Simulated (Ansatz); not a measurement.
**C₂H₉B₂N: up Jacob's ladder to CCSD(T)**

An exercise on one series of results from a longer session: the logs are not shown, and one member is left open.

Program: Ansatz 0.2.0, Gaussian basis. Level of theory: functionals in def2-TZVPP, the program's frozen cores in correlated methods. These are calculated values, not measurements.

Plan: PBE-D4, r2SCAN-D4, PBE0-D4, B3LYP-D4, ωB97X-V, ωB97M-V, B2PLYP; CCSD(T)/def2-TZVPP; MP2/def2-QZVPP; extrapolation to the limit.

### The geometry

The geometry comes from an earlier relaxation with PBE0-D4 in a triple-zeta def2 set; it is a stationary point, not always the lowest conformer.

SMILES `BCN(B)C`, 14 atoms, charge 0, spin multiplicity 1.

Atoms are counted from 1 here; the program's logs count them from 0.

Bond lengths: B1–C2 1.548 Å, B1–H6 1.197 Å, B1–H7 1.194 Å, C2–N3 1.449 Å, C2–H8 1.098 Å, C2–H9 1.113 Å, N3–B4 1.386 Å, N3–C5 1.446 Å, B4–H10 1.197 Å, B4–H11 1.198 Å, C5–H12 1.096 Å, C5–H13 1.096 Å, C5–H14 1.089 Å. Angles: C2–B1–H6 118.4°, C2–B1–H7 121.5°, H6–B1–H7 119.8°, B1–C2–N3 119.1°, B1–C2–H8 113.7°, B1–C2–H9 98.5°, N3–C2–H8 110.8°, N3–C2–H9 109.5°, H8–C2–H9 103.2°, C2–N3–B4 122.7°, C2–N3–C5 114.0°, B4–N3–C5 123.0°, N3–B4–H10 119.1°, N3–B4–H11 119.1°, H10–B4–H11 121.8°, N3–C5–H12 110.9°, N3–C5–H13 110.9°, N3–C5–H14 109.9° and more.

Set-up of the first run:

The input, in.yaml:

```yaml
crystal:
  periodic: [false, false, false]
  atoms:
    - {symbol: B, position_ang: [-1.303496, 1.618941, 0.328756]}
    - {symbol: C, position_ang: [-0.563761, 0.323249, 0.743251]}
    - {symbol: N, position_ang: [0.254207, -0.363999, -0.235687]}
    - {symbol: B, position_ang: [-0.061308, -0.398422, -1.584704]}
    - {symbol: C, position_ang: [1.352885, -1.110709, 0.336519]}
    - {symbol: H, position_ang: [-2.186356, 2.019707, 1.030582]}
    - {symbol: H, position_ang: [-0.931779, 2.280860, -0.592195]}
    - {symbol: H, position_ang: [-1.193581, -0.387948, 1.294447]}
    - {symbol: H, position_ang: [0.088206, 0.753369, 1.536608]}
    - {symbol: H, position_ang: [0.634851, -1.024963, -2.330661]}
    - {symbol: H, position_ang: [-1.033437, 0.186064, -1.970461]}
    - {symbol: H, position_ang: [0.989003, -1.844592, 1.065019]}
    - {symbol: H, position_ang: [2.049760, -0.443767, 0.856974]}
    - {symbol: H, position_ang: [1.891808, -1.636991, -0.449548]}
basis:
  gaussian: {orbitals: def2-TZVPP}
hamiltonian: {xc: pbe, dispersion: d4}
output: {forces: true, orbitals: {seedname: orbitals}}
```

Command:

```console
> ansatz run in.yaml --threads 4 --pin off --events-out ev --progress --plain --max-ram 10444MiB
```

Among the steps run: PBE-D4 (GGA); r2SCAN-D4 (meta-GGA); PBE0-D4 (hybrid); B3LYP-D4 (hybrid); ωB97X-V (range-separated); ωB97M-V (range-separated); B2PLYP (double hybrid); CCSD(T) in def2-TZVPP; MP2 in def2-QZVPP.

One of the session's tables, all rows but one given; the rest of the session is left out.

It belongs to the step «Atomisation energies». 

| method | atomisation energy (kcal/mol) |
| --- | --- |
| PBE-D4 | ? |
| r2SCAN-D4 | 1252.2 |
| PBE0-D4 | 1255.9 |
| B3LYP-D4 | 1256.7 |
| ωB97X-V | 1252.3 |
| ωB97M-V | 1255.0 |
| B2PLYP | 1240.5 |
| HF/def2-TZVPP | 944.7 |
| MP2/def2-TZVPP | 1229.0 |
| CCSD/def2-TZVPP | 1201.9 |
| CCSD(T)/def2-TZVPP | 1216.3 |
| MP2/CBS | 1255.9 |
| CCSD(T)/CBS | 1243.2 |

Q: Estimate the row for PBE-D4 from the others.

**Answer.** atomisation energy (kcal/mol): 1270.8. In the column «atomisation energy (kcal/mol)» it is the highest.

Limits of these values: Free atoms (2 B, 2 C, 1 N, 9 H) were run apart at each level; the atomisation energy is their sum less the molecule, without zero-point or spin-orbit terms.
